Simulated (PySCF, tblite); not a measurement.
# C₄H₁₁AlO: dynamics, then NMR shifts on frames, part 2 of 2

tblite 0.8.0 and PySCF 2.14.0. Atoms count from 0. The steps go on from the part before.

### 5 Nuclear shieldings: 625 fs, PBE0/pcSseg-1

What the job is given:

```
{"job": {"kind": "nmr", "xc": "PBE0", "basis": "pcSseg-1", "pop": false}, "charge": 0, "multiplicity": 1}
Al     1.560300     0.219200    -0.103100
O      0.152600     0.247700     1.264300
C     -0.499600     1.530900     1.518600
C     -1.694200     1.562300     0.503700
C     -1.809700     0.175300     0.058100
C     -0.940200    -0.632500     1.027900
H      0.845000     0.894900    -1.494900
H      1.686400    -1.380300    -0.057200
H      2.656800     1.167700     0.489600
H     -0.983100     1.599500     2.497000
H      0.319100     2.273500     1.441400
H     -1.487200     2.231000    -0.346000
H     -2.613500     1.873200     0.982300
H     -1.346200     0.077100    -0.882400
H     -2.772800    -0.185800     0.038300
H     -1.430200    -0.762300     2.028300
H     -0.579100    -1.621300     0.713100
```

Method: GIAO PBE0/pcSseg-1 NMR shielding, non-relativistic, gas phase.

Output:

```text
coarse grid: 13880 points
cycle   1  E = -476.1400087479  dE =  5.733e-01  |g| = 4.546e-01  |ddm| = 3.501e+00
cycle   2  E = -476.1257198700  dE =  1.429e-02  |g| = 5.625e-01  |ddm| = 7.028e-01
cycle   3  E = -476.1833056289  dE = -5.759e-02  |g| = 8.946e-02  |ddm| = 3.916e-01
cycle   4  E = -476.1845679881  dE = -1.262e-03  |g| = 3.139e-02  |ddm| = 7.496e-02
cycle   5  E = -476.1847834696  dE = -2.155e-04  |g| = 5.894e-03  |ddm| = 2.818e-02
cycle   6  E = -476.1847908293  dE = -7.360e-06  |g| = 7.506e-04  |ddm| = 5.154e-03
final grid: 127024 points
cycle   7  E = -476.2321640661  dE = -3.547e-05  |g| = 1.243e-02  |ddm| = 3.176e-02
cycle   8  E = -476.2321316934  dE =  3.237e-05  |g| = 1.834e-02  |ddm| = 1.788e-02
cycle   9  E = -476.2321939805  dE = -6.229e-05  |g| = 1.489e-03  |ddm| = 1.079e-02
cycle  10  E = -476.2321944542  dE = -4.737e-07  |g| = 2.433e-04  |ddm| = 1.365e-03
cycle  11  E = -476.2321944662  dE = -1.200e-08  |g| = 3.706e-05  |ddm| = 2.345e-04
cycle  12  E = -476.2321944665  dE = -2.665e-10  |g| = 8.686e-06  |ddm| = 4.600e-05
converged SCF energy = -476.2321944665

GIAO shielding tensors (ppm)
atom      isotropic    diamagn.    paramagn.     s11        s22        s33       span
  0 Al     407.353     795.512    -388.159    363.415    415.072    443.573     80.157
  1 O      267.198     399.388    -132.191    213.148    280.406    308.040     94.891
  2 C      104.356     244.959    -140.603     50.289     90.476    172.302    122.013
  3 C      164.257     251.045     -86.788    139.079    174.048    179.644     40.565
  4 C      168.800     251.186     -82.386    142.668    180.317    183.416     40.748
  5 C      107.840     246.867    -139.027     66.282     95.059    162.178     95.897
  6 H       26.429      29.773      -3.344     22.905     26.329     30.053      7.148
  7 H       27.215      30.587      -3.372     23.556     26.379     31.710      8.154
  8 H       27.284      30.261      -2.977     23.933     25.923     31.997      8.064
  9 H       27.450      28.669      -1.219     21.783     26.885     33.682     11.900
 10 H       26.472      28.697      -2.225     22.010     25.213     32.194     10.185
 11 H       29.032      29.622      -0.591     25.450     25.550     36.095     10.645
 12 H       30.097      29.443       0.654     25.201     27.519     37.569     12.368
 13 H       29.892      32.969      -3.077     26.005     26.848     36.822     10.817
 14 H       31.597      31.760      -0.162     26.382     28.960     39.451     13.069
 15 H       27.778      29.718      -1.940     22.959     25.870     34.506     11.548
 16 H       26.569      30.453      -3.884     22.549     25.473     31.685      9.136
```

Wall time 20 s (1 thread of Intel Xeon Platinum 8375C at 2.90GHz, shared host); peak memory 0.76 GiB.

In short: δ C2 82.6, C5 79.1, C3 22.7, C4 18.1, H6 5.29, H10 5.24 ppm.

### 6 Shielding tensors: 800 fs, PBE0/pcSseg-1

What the job is given:

```
{"job": {"kind": "nmr", "xc": "PBE0", "basis": "pcSseg-1", "pop": false}, "charge": 0, "multiplicity": 1}
Al     1.658400     0.184200     0.577800
O     -0.199600     0.199300     1.178700
C     -0.693200     1.560700     1.156400
C     -2.088300     1.454300     0.518500
C     -2.488900    -0.006300     0.611200
C     -1.296900    -0.726400     1.278400
H      1.320400     0.892100    -0.701800
H      1.813300    -1.427400     0.506200
H      2.223800     1.063400     1.873600
H     -0.804200     1.987400     2.155700
H      0.054100     2.168900     0.677100
H     -2.161600     1.615300    -0.547200
H     -2.822800     2.155000     1.043900
H     -2.646100    -0.433200    -0.405000
H     -3.396300    -0.187500     1.097600
H     -1.497300    -1.047800     2.320800
H     -0.924200    -1.606400     0.741000
```

With the program's defaults for keys left out, this is: GIAO PBE0/pcSseg-1 NMR shielding, non-relativistic, gas phase.

Output:

```text
coarse grid: 13880 points
cycle   1  E = -476.1403520882  dE =  4.752e-01  |g| = 4.495e-01  |ddm| = 3.481e+00
cycle   2  E = -476.1212754523  dE =  1.908e-02  |g| = 5.830e-01  |ddm| = 6.919e-01
cycle   3  E = -476.1819643665  dE = -6.069e-02  |g| = 8.151e-02  |ddm| = 4.057e-01
cycle   4  E = -476.1830277994  dE = -1.063e-03  |g| = 2.638e-02  |ddm| = 6.291e-02
cycle   5  E = -476.1831820555  dE = -1.543e-04  |g| = 6.480e-03  |ddm| = 2.439e-02
cycle   6  E = -476.1831913977  dE = -9.342e-06  |g| = 6.768e-04  |ddm| = 5.693e-03
final grid: 127024 points
cycle   7  E = -476.2300292753  dE = -2.465e-05  |g| = 1.254e-02  |ddm| = 2.569e-02
cycle   8  E = -476.2299972798  dE =  3.200e-05  |g| = 1.840e-02  |ddm| = 1.697e-02
cycle   9  E = -476.2300588938  dE = -6.161e-05  |g| = 1.326e-03  |ddm| = 1.032e-02
cycle  10  E = -476.2300592829  dE = -3.891e-07  |g| = 2.080e-04  |ddm| = 1.267e-03
cycle  11  E = -476.2300592919  dE = -8.950e-09  |g| = 3.989e-05  |ddm| = 2.017e-04
cycle  12  E = -476.2300592922  dE = -2.932e-10  |g| = 1.305e-05  |ddm| = 4.587e-05
converged SCF energy = -476.2300592922

GIAO shielding tensors (ppm)
atom      isotropic    diamagn.    paramagn.     s11        s22        s33       span
  0 Al     406.681     795.890    -389.209    382.902    408.832    428.310     45.408
  1 O      279.822     403.198    -123.375    172.312    304.157    362.998    190.685
  2 C      109.610     242.211    -132.601     62.499     94.385    171.946    109.447
  3 C      160.538     248.030     -87.492    127.819    170.167    183.630     55.811
  4 C      159.974     251.767     -91.793    127.028    172.110    180.782     53.754
  5 C      110.373     243.225    -132.851     62.023     99.361    169.736    107.713
  6 H       28.040      32.610      -4.570     23.972     28.024     32.122      8.150
  7 H       27.011      30.244      -3.233     23.599     26.146     31.290      7.691
  8 H       26.580      29.248      -2.668     23.307     25.480     30.952      7.645
  9 H       27.743      28.922      -1.180     22.578     27.112     33.538     10.960
 10 H       26.920      30.268      -3.348     22.322     27.079     31.360      9.038
 11 H       29.114      30.455      -1.341     23.525     27.738     36.080     12.554
 12 H       28.714      26.704       2.011     23.715     26.237     36.190     12.476
 13 H       29.030      31.103      -2.073     24.146     26.835     36.108     11.962
 14 H       30.621      29.780       0.841     26.078     28.046     37.739     11.661
 15 H       27.322      28.306      -0.984     22.200     26.235     33.530     11.331
 16 H       26.902      30.689      -3.787     22.168     26.257     32.280     10.111
```

Wall time 22 s (1 thread of Intel Xeon Platinum 8375C at 2.90GHz, shared host); peak memory 0.82 GiB.

Key values: δ C2 77.3, C5 76.6, C4 27.0, C3 26.4, H8 5.14, H16 4.82 ppm.

### 7 Shielding tensors: 1000 fs, PBE0/pcSseg-1

What the job is given:

```
{"job": {"kind": "nmr", "xc": "PBE0", "basis": "pcSseg-1", "pop": false}, "charge": 0, "multiplicity": 1}
Al     1.530500     0.502000     0.970900
O     -0.505200     0.789900     1.400700
C     -1.371600     1.951000     1.400100
C     -2.218400     1.708900     0.143300
C     -2.504000     0.161900     0.324800
C     -1.295300    -0.325700     1.118900
H      1.266700    -0.120300    -0.442500
H      1.911500    -0.589000     1.988500
H      2.031200     2.020600     1.162500
H     -1.950600     1.755300     2.291400
H     -0.655100     2.706700     1.540800
H     -1.515600     1.824200    -0.696100
H     -3.088700     2.345600     0.082000
H     -2.610500    -0.377800    -0.651400
H     -3.424500    -0.117600     0.819900
H     -1.638500    -0.802200     2.032900
H     -0.762700    -1.130100     0.649200
```

Method: GIAO PBE0/pcSseg-1 NMR shielding, non-relativistic, gas phase.

Output:

```text
coarse grid: 13880 points
cycle   1  E = -476.1437663597  dE =  4.815e-01  |g| = 4.321e-01  |ddm| = 3.446e+00
cycle   2  E = -476.1265998670  dE =  1.717e-02  |g| = 5.605e-01  |ddm| = 6.857e-01
cycle   3  E = -476.1817070123  dE = -5.511e-02  |g| = 7.903e-02  |ddm| = 4.164e-01
cycle   4  E = -476.1827544673  dE = -1.047e-03  |g| = 2.342e-02  |ddm| = 6.352e-02
cycle   5  E = -476.1828768757  dE = -1.224e-04  |g| = 6.519e-03  |ddm| = 2.269e-02
cycle   6  E = -476.1828864295  dE = -9.554e-06  |g| = 6.306e-04  |ddm| = 5.541e-03
final grid: 127024 points
cycle   7  E = -476.2303362650  dE = -2.816e-05  |g| = 1.194e-02  |ddm| = 2.472e-02
cycle   8  E = -476.2303088661  dE =  2.740e-05  |g| = 1.728e-02  |ddm| = 1.658e-02
cycle   9  E = -476.2303631513  dE = -5.429e-05  |g| = 1.327e-03  |ddm| = 1.015e-02
cycle  10  E = -476.2303635344  dE = -3.831e-07  |g| = 2.047e-04  |ddm| = 1.266e-03
cycle  11  E = -476.2303635431  dE = -8.709e-09  |g| = 3.993e-05  |ddm| = 2.011e-04
cycle  12  E = -476.2303635434  dE = -2.935e-10  |g| = 1.347e-05  |ddm| = 4.518e-05
converged SCF energy = -476.2303635434

GIAO shielding tensors (ppm)
atom      isotropic    diamagn.    paramagn.     s11        s22        s33       span
  0 Al     389.855     795.951    -406.096    361.983    371.696    435.887     73.904
  1 O      288.319     403.424    -115.105    203.598    311.055    350.305    146.707
  2 C      110.053     247.577    -137.524     66.516    104.437    159.205     92.689
  3 C      155.481     250.330     -94.848    134.306    162.730    169.408     35.102
  4 C      156.704     251.161     -94.457    127.810    164.773    177.528     49.718
  5 C      125.496     243.006    -117.510     90.209    105.688    180.590     90.381
  6 H       27.451      31.793      -4.342     23.808     27.436     31.108      7.300
  7 H       27.409      30.758      -3.349     24.082     26.185     31.960      7.878
  8 H       26.999      30.046      -3.048     23.675     26.278     31.043      7.368
  9 H       28.432      29.348      -0.917     23.025     27.081     35.189     12.163
 10 H       27.684      30.342      -2.658     22.609     27.178     33.264     10.655
 11 H       29.477      30.705      -1.228     25.631     26.649     36.151     10.520
 12 H       29.660      28.113       1.547     25.181     26.633     37.165     11.984
 13 H       28.887      30.583      -1.696     24.785     25.965     35.910     11.125
 14 H       29.926      29.854       0.072     25.175     27.514     37.087     11.912
 15 H       28.392      30.599      -2.207     23.089     27.242     34.846     11.758
 16 H       27.695      32.132      -4.437     22.943     27.273     32.868      9.925
```

It took 22 s on 1 thread of Intel Xeon Platinum 8375C at 2.90GHz, shared host; peak memory 0.82 GiB.

Key values: δ C2 76.9, C5 61.4, C3 31.4, C4 30.2, H8 4.72, H7 4.31 ppm.

### 8 Run by run: NMR shifts

Shifts (ppm) of some atoms, chosen among heavy atoms and hydrogens apart, with basis size and wall time:

```tsv
frame	C2	C5	C4	H14	H12	Al0	O1	functions	time
250 fs	80.6	70.2	25.7	1.81	0.67	91.6	36.9	164	21 s
425 fs	69.5	77.3	30.9	1.02	1.55	80.7	53.2	164	20 s
625 fs	82.6	79.1	18.1	0.12	1.62	82.6	68.9	164	20 s
800 fs	77.3	76.6	27.0	1.10	3.00	83.3	56.3	164	22 s
1000 fs	76.9	61.4	30.2	1.79	2.06	100.1	47.8	164	22 s
```

### 9 Summary of results

This closing draws on all 2 parts.

| quantity | value |
| --- | --- |
| thermostat | 300 K |
| mean temperature, second half | 311 K |
| mean potential energy above the minimum | 0.59 eV |
| 13C shifts against TMS (PBE0/pcSseg-1, 250 fs) | 80.6, 70.2, 25.8, 25.7 ppm |
| 1H shifts against TMS (PBE0/pcSseg-1, 250 fs) | 5.25, 4.68, 4.64, 3.89, 3.74, 3.65, 3.51, 2.11, 1.99, 1.81, 0.67 ppm |
| 27Al shifts against AlH4- (PBE0/pcSseg-1, 250 fs) | 91.6 ppm |
| 17O shifts against H2O (PBE0/pcSseg-1, 250 fs) | 36.9 ppm |
| range of the shift of O1 | 36.9 to 68.9 ppm |

**Reading.** In the second half the potential energy averages 0.59 eV above the minimum; equipartition over 45 harmonic modes at 300 K would give 0.58 eV. With 17 atoms the temperature swings widely (164 to 406 K). Shifts at one fixed geometry are not the observed spectrum, which averages over the motion. In the first frame run (250 fs): Shielding is most anisotropic at O1 (span 116 ppm, paramagnetic term -103 ppm). In ppm, O1 moves most: its shift spreads over 32.0 ppm, from 36.9 (250 fs) to 68.9 (625 fs).
